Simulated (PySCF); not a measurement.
# Nd(BH4)3: forces at shaken geometries

How stiff is Nd(BH4)3? Its atoms are displaced at random by several amounts. The species was built from a template and needn't be a known compound.

Computed with PySCF 2.14.0. Level: TPSS, Nd lcecp-1-SVP with ECP49, B def2-SVP, H def2-SVP; scalar-relativistic core potentials, no spin–orbit coupling.

4 further runs of the same task are left out: 2 for a known fault of the program, 2 that didn't finish.

## Step 1: The system as given

16 atoms, charge 0, spin multiplicity 1.

Bond lengths: Nd1–B2 2.532 Å, Nd1–H4 2.323 Å, Nd1–H5 2.323 Å, Nd1–H6 2.354 Å, Nd1–B7 2.532 Å, Nd1–H9 2.323 Å, Nd1–H10 2.323 Å, Nd1–H11 2.354 Å, Nd1–B12 2.532 Å, Nd1–H14 2.323 Å, Nd1–H15 2.323 Å, Nd1–H16 2.354 Å, B2–H3 1.205 Å, B2–H4 1.263 Å, B2–H5 1.263 Å, B2–H6 1.252 Å, B7–H8 1.205 Å, B7–H9 1.263 Å and more. Angles: B2–Nd1–H4 29.7°, B2–Nd1–H5 29.7°, B2–Nd1–H6 29.4°, B2–Nd1–B7 120.0°, B2–Nd1–H9 102.5°, B2–Nd1–H10 102.5°, B2–Nd1–H11 149.4°, B2–Nd1–B12 120.0°, B2–Nd1–H14 130.7°, B2–Nd1–H15 130.7°, B2–Nd1–H16 90.6°, H4–Nd1–H5 50.7°, H4–Nd1–H6 50.7°, H4–Nd1–B7 130.7°, H4–Nd1–H9 103.0°, H4–Nd1–H10 126.3°, H4–Nd1–H11 151.1°, H4–Nd1–B12 102.5° and more.

Coordinates:

| atom | x (Å) | y (Å) | z (Å) |
| --- | --- | --- | --- |
| Nd1 | 0.0000 | 0.0000 | 0.0000 |
| B2 | 2.5324 | 0.0120 | 0.0000 |
| H3 | 3.7367 | -0.0093 | 0.0000 |
| H4 | 2.0198 | -0.5741 | 0.9941 |
| H5 | 2.0198 | -0.5741 | -0.9941 |
| H6 | 2.0451 | 1.1652 | 0.0000 |
| B7 | -1.2766 | 2.1871 | 0.0000 |
| H8 | -1.8603 | 3.2407 | 0.0000 |
| H9 | -0.5127 | 2.0363 | 0.9941 |
| H10 | -0.5127 | 2.0363 | -0.9941 |
| H11 | -2.0316 | 1.1885 | 0.0000 |
| B12 | -1.2558 | -2.1991 | 0.0000 |
| H13 | -1.8764 | -3.2315 | 0.0000 |
| H14 | -1.5071 | -1.4621 | 0.9941 |
| H15 | -1.5071 | -1.4621 | -0.9941 |
| H16 | -0.0135 | -2.3537 | 0.0000 |

Formal oxidation states: Nd +3. Each metal's 3 4f electrons lie in its core potential, so multiplicities, spins and levels count the valence alone. An earlier session relaxed this geometry at TPSS, Nd lcecp-1-SVP with ECP49, B def2-SVP, H def2-SVP (singlet, point group C3h).

Its energy there is -115.748539 Eh.

## Step 2: Atoms moved at random, σ = 0.06 Å

run.py (the lines that set the calculation) reads:

```python
mol = gto.M(atom='''
Nd    -0.11613    -0.06173    -0.03138
B      2.55647    -0.04433    -0.09492
H      3.70580    -0.04311     0.08071
H      2.13090    -0.53177     0.95359
H      2.01139    -0.61680    -0.90246
H      2.00469     1.24539     0.03431
B     -1.30067     2.14226    -0.06118
H     -1.88056     3.18088    -0.05907
H     -0.44727     1.99294     0.92721
H     -0.40166     2.11168    -1.06394
H     -2.13126     1.19510     0.16009
B     -1.30457    -2.15761     0.00395
H     -1.82239    -3.15151    -0.01014
H     -1.50341    -1.59405     1.07050
H     -1.44569    -1.42973    -1.00883
H     -0.05566    -2.23763     0.00157''',
    basis={'Nd': 'lcecp-1-SVP', 'B': 'def2-SVP', 'H': 'def2-SVP'},
    ecp={'Nd': 'lcecp-1-SVP'},
    charge=0, spin=0)
mf = dft.RKS(mol, xc='TPSS')
mf.grids.atom_grid = (50, 194)  # f atoms: unpruned, at least (60, 302)
mf = mf.density_fit()  # fitting sets: Nd AutoAux, B def2-universal-JKFIT, H def2-universal-JKFIT
mf.conv_tol = 1e-08; mf.max_cycle = 55
mf.kernel(dm0)  # dm0: the density of the relaxed state
```

Started as:

```sh
> OMP_NUM_THREADS=4 python run.py
```

Log:

```text
init E= -115.696636426159
  HOMO = -0.311388879398509  LUMO = -0.141756261843557  gap/eV = 4.61594
cycle= 1 E= -115.692090753556  delta_E= 0.00455  |g|= 0.159  |ddm|= 0.601
  HOMO = -0.248784762613194  LUMO = -0.118195837103787  gap/eV = 3.55351
cycle= 2 E= -115.687144201326  delta_E= 0.00495  |g|= 0.201  |ddm|= 0.645
  HOMO = -0.279870330738314  LUMO = -0.124558135308614  gap/eV = 4.22626
cycle= 3 E= -115.702645377239  delta_E= -0.0155  |g|= 0.0157  |ddm|= 0.341
  HOMO = -0.282184016107484  LUMO = -0.125534126433492  gap/eV = 4.26266
cycle= 4 E= -115.702733871582  delta_E= -8.85e-05  |g|= 0.00371  |ddm|= 0.0295
  HOMO = -0.282378372495391  LUMO = -0.125266165865247  gap/eV = 4.27524
cycle= 5 E= -115.702739042058  delta_E= -5.17e-06  |g|= 0.00103  |ddm|= 0.00675
  HOMO = -0.282229036783145  LUMO = -0.125362693342677  gap/eV = 4.26855
cycle= 6 E= -115.702739441405  delta_E= -3.99e-07  |g|= 0.000408  |ddm|= 0.00201
  HOMO = -0.282247355855984  LUMO = -0.125329375109943  gap/eV = 4.26996
cycle= 7 E= -115.702739506268  delta_E= -6.49e-08  |g|= 8.07e-05  |ddm|= 0.00066
  HOMO = -0.282248604141915  LUMO = -0.125337500229657  gap/eV = 4.26977
cycle= 8 E= -115.702739508636  delta_E= -2.37e-09  |g|= 1.34e-05  |ddm|= 0.00015
  HOMO = -0.282247243796506  LUMO = -0.12533315120305  gap/eV = 4.26985
Extra cycle  E= -115.702739508586  delta_E= 5.05e-11  |g|= 1.76e-05  |ddm|= 5.56e-05
converged SCF energy = -115.702739508586
```

Wall time 19 s (4 threads of Intel Xeon Platinum 8259CL at 2.50GHz (Skylake/Cascade Lake), shared host).

It gives: E = -115.702740 Eh (+1.246 eV from the relaxed state), HOMO -7.68 eV, LUMO -3.41 eV, Mulliken charge on Nd1 +0.61 e, largest force component 3.156 eV/Å. 

| atom | Fx | Fy | Fz (eV/Å) |
| --- | --- | --- | --- |
| Nd1 | 2.531 | 1.747 | 0.494 |
| B2 | -0.951 | 3.156 | 2.841 |
| H3 | 1.207 | 0.046 | -0.515 |
| H4 | -0.798 | -0.371 | 0.573 |
| H5 | -1.119 | -1.369 | -2.552 |
| H6 | 0.483 | -1.638 | -0.536 |
| B7 | 1.040 | 0.183 | 0.321 |
| H8 | -0.106 | 0.393 | 0.089 |
| H9 | -0.566 | 0.221 | -0.359 |
| H10 | -1.328 | -0.692 | 0.783 |
| H11 | 0.614 | 0.059 | -0.796 |
| B12 | 1.220 | 0.519 | -0.233 |
| H13 | -1.132 | -2.138 | -0.263 |
| H14 | -0.327 | 0.794 | 0.112 |
| H15 | -0.841 | -0.259 | 0.049 |
| H16 | 0.075 | -0.651 | -0.008 |

## Step 3: Atoms moved at random, σ = 0.06 Å

run.py (the lines that set the calculation) reads:

```python
mol = gto.M(atom='''
Nd     0.03982    -0.08183     0.01899
B      2.51543     0.09191    -0.03711
H      3.79008    -0.05432     0.03431
H      2.06593    -0.46304     0.90259
H      2.02862    -0.58936    -0.98286
H      2.00038     1.17048    -0.01305
B     -1.27041     2.13611    -0.00145
H     -1.81354     3.24191     0.03735
H     -0.47741     2.11140     1.01790
H     -0.61415     2.08938    -1.10749
H     -2.02786     1.25680    -0.04842
B     -1.34807    -2.33369    -0.02596
H     -1.92579    -3.30551     0.15395
H     -1.45772    -1.41817     0.99829
H     -1.46251    -1.53500    -1.00098
H     -0.04279    -2.31708     0.05394''',
    basis={'Nd': 'lcecp-1-SVP', 'B': 'def2-SVP', 'H': 'def2-SVP'},
    ecp={'Nd': 'lcecp-1-SVP'},
    charge=0, spin=0)
mf = dft.RKS(mol, xc='TPSS')
mf.grids.atom_grid = (50, 194)  # f atoms: unpruned, at least (60, 302)
mf = mf.density_fit()  # fitting sets: Nd AutoAux, B def2-universal-JKFIT, H def2-universal-JKFIT
mf.conv_tol = 1e-08; mf.max_cycle = 55
mf.kernel(dm0)  # dm0: the density of the relaxed state
```

Started as:

```sh
> OMP_NUM_THREADS=4 python run.py
```

Log:

```text
init E= -115.674065199152
  HOMO = -0.314838248541697  LUMO = -0.149910813107181  gap/eV = 4.48790
cycle= 1 E= -115.714837906503  delta_E= -0.0408  |g|= 0.0831  |ddm|= 0.478
  HOMO = -0.27043966868562  LUMO = -0.122338704744235  gap/eV = 4.03003
cycle= 2 E= -115.714630145439  delta_E= 0.000208  |g|= 0.0894  |ddm|= 0.28
  HOMO = -0.283547137359268  LUMO = -0.125586351277733  gap/eV = 4.29833
cycle= 3 E= -115.717532395657  delta_E= -0.0029  |g|= 0.0133  |ddm|= 0.146
  HOMO = -0.282830086803349  LUMO = -0.126024042599834  gap/eV = 4.26691
cycle= 4 E= -115.717600657095  delta_E= -6.83e-05  |g|= 0.00217  |ddm|= 0.0221
  HOMO = -0.283137092708063  LUMO = -0.126088139746049  gap/eV = 4.27352
cycle= 5 E= -115.717602346648  delta_E= -1.69e-06  |g|= 0.000511  |ddm|= 0.00404
  HOMO = -0.283160160378383  LUMO = -0.126059201993308  gap/eV = 4.27493
cycle= 6 E= -115.717602424297  delta_E= -7.76e-08  |g|= 0.000214  |ddm|= 0.00102
  HOMO = -0.283147822951473  LUMO = -0.126087444471772  gap/eV = 4.27383
cycle= 7 E= -115.717602442311  delta_E= -1.8e-08  |g|= 5.88e-05  |ddm|= 0.000402
  HOMO = -0.283147614384159  LUMO = -0.126079852566078  gap/eV = 4.27403
cycle= 8 E= -115.717602443719  delta_E= -1.41e-09  |g|= 6.64e-06  |ddm|= 0.000106
  HOMO = -0.283147485696976  LUMO = -0.126080049542194  gap/eV = 4.27402
Extra cycle  E= -115.717602443723  delta_E= -4.35e-12  |g|= 5.97e-06  |ddm|= 2.14e-05
converged SCF energy = -115.717602443723
```

It took 18 s on 4 threads of Intel Xeon Platinum 8259CL at 2.50GHz (Skylake/Cascade Lake), shared host.

Read off: E = -115.717602 Eh (+0.842 eV from the relaxed state), HOMO -7.70 eV, LUMO -3.43 eV, Mulliken charge on Nd1 +0.66 e, largest force component 3.548 eV/Å. 

| atom | Fx | Fy | Fz (eV/Å) |
| --- | --- | --- | --- |
| Nd1 | -0.982 | 0.649 | -0.232 |
| B2 | 2.673 | -0.906 | -0.789 |
| H3 | -1.459 | 0.535 | -0.268 |
| H4 | -0.644 | -0.922 | 1.513 |
| H5 | 0.022 | 0.188 | -0.151 |
| H6 | -0.128 | 1.049 | -0.260 |
| B7 | 1.250 | 2.399 | -0.177 |
| H8 | 0.041 | -0.487 | -0.035 |
| H9 | -0.161 | -0.591 | -0.652 |
| H10 | 0.260 | -0.383 | 0.654 |
| H11 | -1.091 | -1.634 | 0.300 |
| B12 | 2.397 | 3.548 | 1.087 |
| H13 | -0.770 | -1.290 | -0.074 |
| H14 | -0.420 | -0.907 | -0.677 |
| H15 | -0.500 | -0.383 | -0.108 |
| H16 | -0.490 | -0.864 | -0.130 |

## Step 4: Atoms moved at random, σ = 0.1 Å

run.py (the lines that set the calculation) reads:

```python
mol = gto.M(atom='''
Nd    -0.05179     0.12629    -0.00944
B      2.69707    -0.12683    -0.06969
H      3.78509     0.04732     0.14350
H      1.83623    -0.50029     1.00027
H      1.78872    -0.44421    -0.98173
H      2.03717     1.33278    -0.10130
B     -1.39024     2.20234    -0.15695
H     -1.84690     3.26204    -0.02098
H     -0.57253     2.02329     0.93367
H     -0.52725     1.83918    -0.97368
H     -1.94995     1.23677     0.04865
B     -1.20021    -2.36277     0.10670
H     -1.96576    -3.33580     0.10377
H     -1.44739    -1.51663     0.94508
H     -1.43678    -1.45335    -0.99311
H      0.24451    -2.33013     0.02524''',
    basis={'Nd': 'lcecp-1-SVP', 'B': 'def2-SVP', 'H': 'def2-SVP'},
    ecp={'Nd': 'lcecp-1-SVP'},
    charge=0, spin=0)
mf = dft.RKS(mol, xc='TPSS')
mf.grids.atom_grid = (50, 194)  # f atoms: unpruned, at least (60, 302)
mf = mf.density_fit()  # fitting sets: Nd AutoAux, B def2-universal-JKFIT, H def2-universal-JKFIT
mf.conv_tol = 1e-08; mf.max_cycle = 55
mf.kernel(dm0)  # dm0: the density of the relaxed state
```

Started as:

```sh
> OMP_NUM_THREADS=4 python run.py
```

Log:

```text
init E= -115.420735212634
  HOMO = -0.385704089526477  LUMO = -0.230901741947882  gap/eV = 4.21239
cycle= 1 E= -115.607065628697  delta_E= -0.186  |g|= 0.276  |ddm|= 0.971
  HOMO = -0.214389583960116  LUMO = -0.0860295427379389  gap/eV = 3.49285
cycle= 2 E= -115.595580153457  delta_E= 0.0115  |g|= 0.337  |ddm|= 1.08
  HOMO = -0.257750711368781  LUMO = -0.117872627328729  gap/eV = 3.80628
cycle= 3 E= -115.639649885525  delta_E= -0.0441  |g|= 0.0515  |ddm|= 0.583
  HOMO = -0.266091905792504  LUMO = -0.116482069362802  gap/eV = 4.07109
cycle= 4 E= -115.640585404675  delta_E= -0.000936  |g|= 0.0169  |ddm|= 0.088
  HOMO = -0.266247136590589  LUMO = -0.118323843593121  gap/eV = 4.02520
cycle= 5 E= -115.640686511071  delta_E= -0.000101  |g|= 0.00592  |ddm|= 0.0301
  HOMO = -0.266223304815894  LUMO = -0.117936668476928  gap/eV = 4.03508
cycle= 6 E= -115.640701100055  delta_E= -1.46e-05  |g|= 0.00112  |ddm|= 0.00951
  HOMO = -0.266170588834261  LUMO = -0.117954679157437  gap/eV = 4.03316
cycle= 7 E= -115.640701620184  delta_E= -5.2e-07  |g|= 0.000239  |ddm|= 0.00199
  HOMO = -0.266166626175398  LUMO = -0.117960369346346  gap/eV = 4.03290
cycle= 8 E= -115.640701639665  delta_E= -1.95e-08  |g|= 6.19e-05  |ddm|= 0.000442
  HOMO = -0.266164710419186  LUMO = -0.117954898323008  gap/eV = 4.03299
cycle= 9 E= -115.64070164124  delta_E= -1.58e-09  |g|= 2.03e-05  |ddm|= 0.000112
  HOMO = -0.266165732268599  LUMO = -0.117954487870752  gap/eV = 4.03303
Extra cycle  E= -115.640701641052  delta_E= 1.88e-10  |g|= 2.92e-05  |ddm|= 7.11e-05
converged SCF energy = -115.640701641052
```

It took 19 s on 4 threads of Intel Xeon Platinum 8259CL at 2.50GHz (Skylake/Cascade Lake), shared host.

It gives: E = -115.640702 Eh (+2.934 eV from the relaxed state), HOMO -7.24 eV, LUMO -3.21 eV, Mulliken charge on Nd1 +0.57 e, largest force component 7.168 eV/Å. 

| atom | Fx | Fy | Fz (eV/Å) |
| --- | --- | --- | --- |
| Nd1 | 1.037 | -2.547 | 0.731 |
| B2 | -7.168 | 2.289 | 0.864 |
| H3 | 2.346 | -0.329 | -0.160 |
| H4 | 1.642 | 0.154 | -0.912 |
| H5 | 2.190 | -0.617 | -0.147 |
| H6 | 0.712 | -1.759 | 0.191 |
| B7 | 2.793 | 0.782 | 1.732 |
| H8 | -0.603 | 0.875 | -0.509 |
| H9 | -0.421 | 0.587 | -0.715 |
| H10 | -0.382 | 1.603 | -1.091 |
| H11 | -2.336 | -1.924 | 0.017 |
| B12 | 1.621 | 1.682 | -1.990 |
| H13 | 0.880 | 0.400 | -0.066 |
| H14 | -0.187 | 0.370 | 0.978 |
| H15 | 0.173 | -1.105 | 0.862 |
| H16 | -2.299 | -0.461 | 0.215 |

## Step 5: Results

| σ (Å) | energy rise (eV) | harmonic estimate −½ F·u (eV) | largest force component (eV/Å) |
| --- | --- | --- | --- |
| 0.06 | 1.246 | 1.240 | 3.16 |
| 0.06 | 0.842 | 0.837 | 3.55 |
| 0.1 | 2.934 | 2.691 | 7.17 |

Every displacement raises the energy. For a harmonic well the rise equals −½ F·u; the two differ by at most 8 % here (a move with σ = 0.1 Å), from anharmonicity, the grid and the small forces left at the relaxed point. These are double-zeta-type bases without diffuse functions. Spin–orbit coupling is left out.
